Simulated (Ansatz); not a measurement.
# C4H7Al: up Jacob's ladder to CCSD(T)

One table from this session's results is given with a row withheld; the runs are named, their logs left out.

Computed with Ansatz 0.2.0, Gaussian basis. Level: functionals in def2-TZVPP, the program's frozen cores in correlated methods.

Levels to be run: PBE-D4, r2SCAN-D4, PBE0-D4, B3LYP-D4, ωB97X-V, ωB97M-V, B2PLYP; CCSD(T)/def2-TZVPP; MP2/def2-QZVPP; extrapolation to the limit.

## The relaxed structure

All runs share one geometry, relaxed beforehand with PBE0-D4 in a triple-zeta def2 set.

SMILES `CC1=[C]([AlH2])C1`, 12 atoms, charge 0, spin multiplicity 1.

Atoms are counted from 1 here; the program's logs count them from 0.

Bond lengths: C1–C2 1.465 Å, C1–H6 1.094 Å, C1–H7 1.095 Å, C1–H8 1.091 Å, C2–C3 1.307 Å, C2–C5 1.472 Å, C3–Al4 1.908 Å, C3–C5 1.535 Å, Al4–H9 1.587 Å, Al4–H10 1.584 Å, C5–H11 1.091 Å, C5–H12 1.091 Å. Angles: C2–C1–H6 110.2°, C2–C1–H7 110.1°, C2–C1–H8 111.8°, H6–C1–H7 106.5°, H6–C1–H8 109.0°, H7–C1–H8 109.0°, C1–C2–C3 149.3°, C1–C2–C5 143.9°, C3–C2–C5 66.8°, C2–C3–Al4 149.3°, C2–C3–C5 61.7°, Al4–C3–C5 149.0°, C3–Al4–H9 118.9°, C3–Al4–H10 120.2°, H9–Al4–H10 120.9°, C2–C5–C3 51.5°, C2–C5–H11 119.9°, C2–C5–H12 119.9° and more.

Geometry (Å):

```tsv
atom	x (Å)	y (Å)	z (Å)
C1	-1.8264	-0.6485	-0.0161
C2	-0.3736	-0.4796	-0.1024
C3	0.6796	0.2839	0.0279
Al4	1.4301	1.9831	0.4656
C5	0.8858	-1.1668	-0.4307
H6	-2.0718	-1.4559	0.6808
H7	-2.2299	-0.9456	-0.9893
H8	-2.3227	0.2669	0.3104
H9	0.4625	3.1555	0.9205
H10	2.9955	2.2103	0.3731
H11	1.1410	-1.3663	-1.4722
H12	1.3071	-1.8920	0.2666
```

Set-up of the first run:

The input, in.yaml:

```yaml
crystal:
  periodic: [false, false, false]
  atoms:
    - {symbol: C, position_ang: [-1.826426, -0.648467, -0.016144]}
    - {symbol: C, position_ang: [-0.373619, -0.479621, -0.102399]}
    - {symbol: C, position_ang: [0.679577, 0.283882, 0.027928]}
    - {symbol: Al, position_ang: [1.430121, 1.983077, 0.465601]}
    - {symbol: C, position_ang: [0.885842, -1.166839, -0.430726]}
    - {symbol: H, position_ang: [-2.071773, -1.455930, 0.680796]}
    - {symbol: H, position_ang: [-2.229883, -0.945566, -0.989261]}
    - {symbol: H, position_ang: [-2.322735, 0.266933, 0.310438]}
    - {symbol: H, position_ang: [0.462463, 3.155500, 0.920495]}
    - {symbol: H, position_ang: [2.995455, 2.210293, 0.373056]}
    - {symbol: H, position_ang: [1.140951, -1.366252, -1.472237]}
    - {symbol: H, position_ang: [1.307125, -1.892011, 0.266552]}
basis:
  gaussian: {orbitals: def2-TZVPP}
hamiltonian: {xc: pbe, dispersion: d4}
output: {forces: true, orbitals: {seedname: orbitals}}
```

Launch:

```console
ansatz run in.yaml --threads 4 --pin off --events-out ev --progress --plain --max-ram 10444MiB
```

Among the steps run: PBE-D4 (GGA); r2SCAN-D4 (meta-GGA); PBE0-D4 (hybrid); B3LYP-D4 (hybrid); ωB97X-V (range-separated); ωB97M-V (range-separated); B2PLYP (double hybrid); CCSD(T) in def2-TZVPP; MP2 in def2-QZVPP.

One of the session's tables, all rows but one given; the rest of the session is left out.

| method | atomisation energy (kJ/mol) |
| --- | --- |
| PBE-D4 | 4678.6 |
| r2SCAN-D4 | 4598.4 |
| PBE0-D4 | 4613.0 |
| B3LYP-D4 | 4576.2 |
| ωB97X-V | 4585.5 |
| ωB97M-V | 4587.1 |
| B2PLYP | 4532.1 |
| HF/def2-TZVPP | ? |
| MP2/def2-TZVPP | 4536.4 |
| CCSD/def2-TZVPP | 4392.3 |
| CCSD(T)/def2-TZVPP | 4460.0 |
| MP2/CBS | 4641.7 |
| CCSD(T)/CBS | 4565.3 |

**Question.** Estimate the row for HF/def2-TZVPP.

**Answer.** atomisation energy (kJ/mol): 3403.1. In the column «atomisation energy (kJ/mol)» it is the lowest.
